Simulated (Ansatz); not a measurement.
**Alloy of SrO and BaO (28 of 32 Sr sites exchanged), 64 atoms**

Wanted: the relaxed alloy cell and its gap (PBEsol, HSE06 and r²SCAN).

Method: density functional theory in Ansatz 0.2.0, PAW datasets, plane waves.

**1. The system as built**

64 atoms (32 O, 28 Ba, 4 Sr); a = 10.893 Å, b = 10.893 Å, c = 10.893 Å, α = 90.00°, β = 90.00°, γ = 90.00°. All atoms were shaken off their sites by about 0.02 Å along each axis.

Steps to follow: (2) PBEsol cell relaxation at the single k point (½, ½, ½), on 7 threads of Arm Neoverse-V2; (3) HSE06 single point at the Γ point alone, on 7 threads of Arm Neoverse-V2; (4) r²SCAN single point at the Γ point alone, on 7 threads of Arm Neoverse-V2.

**2. PBEsol relaxation of the cell and the positions**

Input file in.yaml:

```yaml
crystal:
  lattice:
    - [10.892525, 0.000000, 0.000000]
    - [0.000000, 10.892525, 0.000000]
    - [0.000000, 0.000000, 10.892525]
  atoms:
    - { symbol: O, position: [0.250585, 0.001776, 0.001139] }
    - { symbol: O, position: [0.250622, 0.001028, 0.500688] }
    - { symbol: O, position: [0.246804, 0.501608, 0.998601] }
    - { symbol: O, position: [0.248970, 0.497222, 0.501083] }
    - { symbol: O, position: [0.749826, 0.000361, 0.003268] }
    - { symbol: O, position: [0.748240, 0.998087, 0.500543] }
    - { symbol: O, position: [0.746911, 0.499001, 0.999634] }
    - { symbol: O, position: [0.752456, 0.502287, 0.504475] }
    - { symbol: O, position: [0.000284, 0.252478, 0.998122] }
    - { symbol: O, position: [0.998531, 0.251384, 0.500599] }
    - { symbol: O, position: [0.999238, 0.748869, 0.999557] }
    - { symbol: O, position: [0.998359, 0.749428, 0.499030] }
    - { symbol: O, position: [0.499198, 0.250553, 0.002429] }
    - { symbol: O, position: [0.500321, 0.248138, 0.500784] }
    - { symbol: O, position: [0.500900, 0.745589, 0.998851] }
    - { symbol: O, position: [0.499596, 0.748114, 0.498757] }
    - { symbol: O, position: [0.002704, 0.000358, 0.250293] }
    - { symbol: O, position: [0.997571, 0.001763, 0.750631] }
    - { symbol: O, position: [0.997522, 0.500923, 0.247201] }
    - { symbol: O, position: [0.001156, 0.499769, 0.748626] }
    - { symbol: O, position: [0.500674, 0.004113, 0.251835] }
    - { symbol: O, position: [0.503268, 0.002004, 0.745934] }
    - { symbol: O, position: [0.501090, 0.499898, 0.248351] }
    - { symbol: O, position: [0.500085, 0.499824, 0.748748] }
    - { symbol: O, position: [0.248365, 0.252969, 0.247121] }
    - { symbol: O, position: [0.249911, 0.251919, 0.751113] }
    - { symbol: O, position: [0.251396, 0.750010, 0.252607] }
    - { symbol: O, position: [0.250987, 0.749958, 0.749345] }
    - { symbol: O, position: [0.751747, 0.248257, 0.248302] }
    - { symbol: O, position: [0.750689, 0.253773, 0.750587] }
    - { symbol: O, position: [0.747422, 0.752940, 0.248395] }
    - { symbol: O, position: [0.750509, 0.752123, 0.748027] }
    - { symbol: Ba, position: [0.000818, 0.997966, 0.004801] }
    - { symbol: Ba, position: [0.001961, 0.000106, 0.500541] }
    - { symbol: Ba, position: [0.997153, 0.499705, 0.997121] }
    - { symbol: Ba, position: [0.000926, 0.501753, 0.501086] }
    - { symbol: Ba, position: [0.499261, 0.999415, 0.000030] }
    - { symbol: Ba, position: [0.501381, 0.998729, 0.499369] }
    - { symbol: Ba, position: [0.502156, 0.500611, 0.499128] }
    - { symbol: Ba, position: [0.252646, 0.247828, 0.000295] }
    - { symbol: Ba, position: [0.249027, 0.247953, 0.501716] }
    - { symbol: Ba, position: [0.251511, 0.748352, 0.001974] }
    - { symbol: Ba, position: [0.246065, 0.752038, 0.499437] }
    - { symbol: Ba, position: [0.749795, 0.246376, 0.499986] }
    - { symbol: Ba, position: [0.748419, 0.749384, 0.000181] }
    - { symbol: Ba, position: [0.747066, 0.751131, 0.502624] }
    - { symbol: Ba, position: [0.249847, 0.997897, 0.248551] }
    - { symbol: Ba, position: [0.249678, 0.000394, 0.749739] }
    - { symbol: Ba, position: [0.250202, 0.501959, 0.248730] }
    - { symbol: Ba, position: [0.250152, 0.497191, 0.752762] }
    - { symbol: Ba, position: [0.751123, 0.997422, 0.247874] }
    - { symbol: Ba, position: [0.749625, 0.000905, 0.750303] }
    - { symbol: Ba, position: [0.749798, 0.499624, 0.250815] }
    - { symbol: Ba, position: [0.750037, 0.497447, 0.747640] }
    - { symbol: Ba, position: [0.000089, 0.253452, 0.249474] }
    - { symbol: Ba, position: [0.998138, 0.253092, 0.749199] }
    - { symbol: Ba, position: [0.000298, 0.749347, 0.248747] }
    - { symbol: Ba, position: [0.501529, 0.251421, 0.750569] }
    - { symbol: Ba, position: [0.497227, 0.750322, 0.251524] }
    - { symbol: Ba, position: [0.499755, 0.750876, 0.749697] }
    - { symbol: Sr, position: [0.501010, 0.501274, 0.000965] }
    - { symbol: Sr, position: [0.749503, 0.250075, 0.997272] }
    - { symbol: Sr, position: [0.999351, 0.753492, 0.750799] }
    - { symbol: Sr, position: [0.500393, 0.249164, 0.249006] }
kpoints:
  mp_grid: { grid: [1, 1, 1], shift: [0.5, 0.5, 0.5] }
hamiltonian:
  xc: pbesol
scf:
  occupations: { method: fermi_dirac, width: 0.01 }
relax:
  f_tol: 0.03
  max_steps: 80
  escape_saddle: false
  adjacent_minimum: "off"
  cell: { fix: [shape] }
output:
  forces: true
  eigenvalues: true
  populations: true
```

The runs that follow: HSE06 single point; r²SCAN single point.

What does the calculation give? Wanted: for each run, top filled to lowest empty.

As calculated:

| level | time | k points | top filled to lowest empty (eV) |
| --- | --- | --- | --- |
| PBEsol, relaxation | 49 s (7 CPU threads) | (½, ½, ½) | 4.22 |
| HSE06 | 7.3 min (7 CPU threads) | Γ | 3.20 |
| r²SCAN | 37 s (7 CPU threads) | Γ | 2.22 |

```
     quantity                                                                         value
   relaxation                                              4 recorded steps, 0.66 eV gained
largest shift                                                                   0.13 Å (O3)
 relaxed cell  a = 10.845 Å, b = 10.845 Å, c = 10.845 Å, α = 90.00°, β = 90.00°, γ = 90.00°
   mean bonds                                                      Ba–O 2.724, O–Sr 2.627 Å
```

Relaxation gains 0.66 eV, with shifts up to 0.13 Å (O3), while the volume changes by -1.3 %. The mean lengths of the listed bonds run from O–Sr 2.63 Å to Ba–O 2.72 Å. At the same k points, r²SCAN gives a spacing 0.97 eV smaller than the 3.20 eV of HSE06. The relaxation ran on other k points, so part of any difference from the later rows can come from the mesh. The price of HSE06 is about 12 times the time of r²SCAN here. With one k point the spacing samples only the states that fold onto it, so it can exceed the gap over the zone.
